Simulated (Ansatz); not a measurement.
Runs of Ansatz 0.2.0 on WS. It takes space group Pm-3m (No. 221, cubic). The conventional cell has a = 3.008 Å, b = 3.008 Å, c = 3.008 Å, α = 90.00°, β = 90.00°, γ = 90.00°. Around W (site symmetry m-3m) lie 8 S at 2.60 Å. S (site symmetry m-3m) has 8 W at 2.60 Å as nearest neighbours. The cell was built by a generator and needn't be a form met in nature.

```tsv
task	level	cell	k mesh	cutoff (eV)	mesh quality	gap on the mesh (eV)	pressure (GPa)	relaxed volume (Å³/atom)
projected density of states	r2SCAN	as given	5 × 5 × 5	500	coarse	none	-2.9	-
projected density of states	r2SCAN0	as given	5 × 5 × 5	500	coarse	none	-9.9	-
relaxation of cell and atoms	PBEsol+D3(BJ)	relaxed	9 × 9 × 9	420	not flagged	none	0.0	12.84
relaxation of cell and atoms	PBEsol	relaxed	9 × 9 × 9	420	not flagged	none	0.0	(b)
projected density of states	BLYP	as given	5 × 5 × 5	420	coarse	none	(a)	-
```

Alike in all rows: potentials or basis Ansatz PAW; no spin polarisation; smearing fermi-dirac 0.05 eV.

Question: Estimate the missing entries.

Answer: (a) 14.2; (b) 13.20.

Caveats: some runs use coarse meshes; the PAW data sets come from PBE, with cores solved anew for the run's functional, which leaves a small shift of forces and pressure; the plane-wave basis is chosen anew once the cell has moved, so the energies of steps on either side of that aren't comparable (some runs); the thresholds are loose for stress (some runs); pairwise dispersion overbinds metals, which lowers pressure and volume (some runs).

A k mesh can miss the band edges, and the runs leave out spin-orbit coupling on W.

A gap of «none» marks a metal or a gap under the smearing width.

Runs at the PBE level aren't shown here.
